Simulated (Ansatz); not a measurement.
# ZrSi+ (doublet): from Hartree-Fock to the top rungs, def2-TZVPP

The task here is to estimate one member of a computed series from the others.

Computed with Ansatz 0.2.0, Gaussian basis. Level: def2-TZVPP, core rule «outside noble gas», up to 9 orbitals frozen.

The runs, in order: UHF; ROHF; CCSD(T) on UHF.

2 further runs of the same task are left out: 2 set aside as unsound or not needed.

### The system

The geometry is a PBE0/def2-TZVP stationary point (not a proven minimum) of the parent state, kept for this charge and spin. No spin-orbit coupling is included. Elements past krypton take def2 core potentials.

2 atoms, charge 1, spin multiplicity 2.

Atoms are counted from 1 here; the program's logs count them from 0.

Bond lengths: Zr1–Si2 2.390 Å.

Set-up of the first run:

Input file in.yaml:

```yaml
crystal:
  periodic: [false, false, false]
  atoms:
    - {symbol: Zr, position_ang: [0.000000, 0.000000, 0.000000]}
    - {symbol: Si, position_ang: [0.000000, 0.000000, 2.390400]}
basis:
  gaussian: {orbitals: def2-TZVPP}
total_charge: 1
magnetization: {spin_polarized: true, initial_magnetization: 1}
hamiltonian: {xc: hf}
output: {orbitals: {seedname: orbitals}}
```

Command:

```console
> ansatz run in.yaml --threads 1 --pin off --events-out ev --progress --plain --max-ram 4096MiB --backend cpu
```

Steps of the session up to this table: UHF; ROHF; CCSD(T) on UHF.

One of the session's tables, all rows but one given; the rest of the session is left out.

| method | from UCCSD(T) (meV) |
| --- | --- |
| ROHF | +5712.7 |
| UHF | ? |
| UMP2 | +1407.7 |
| UCCSD | +368.8 |
| UCCSD(T) | 0 |

Estimate the missing values for UHF.

As computed: from UCCSD(T) (meV): +4384.5. In the column «from UCCSD(T) (meV)» it lies between UMP2 (+1407.7) and ROHF (+5712.7).

Caveats from the session: The determinant is far from a pure spin state, so its energy mixes those of several spin states (harmless only where they are near-degenerate, as at dissociation).
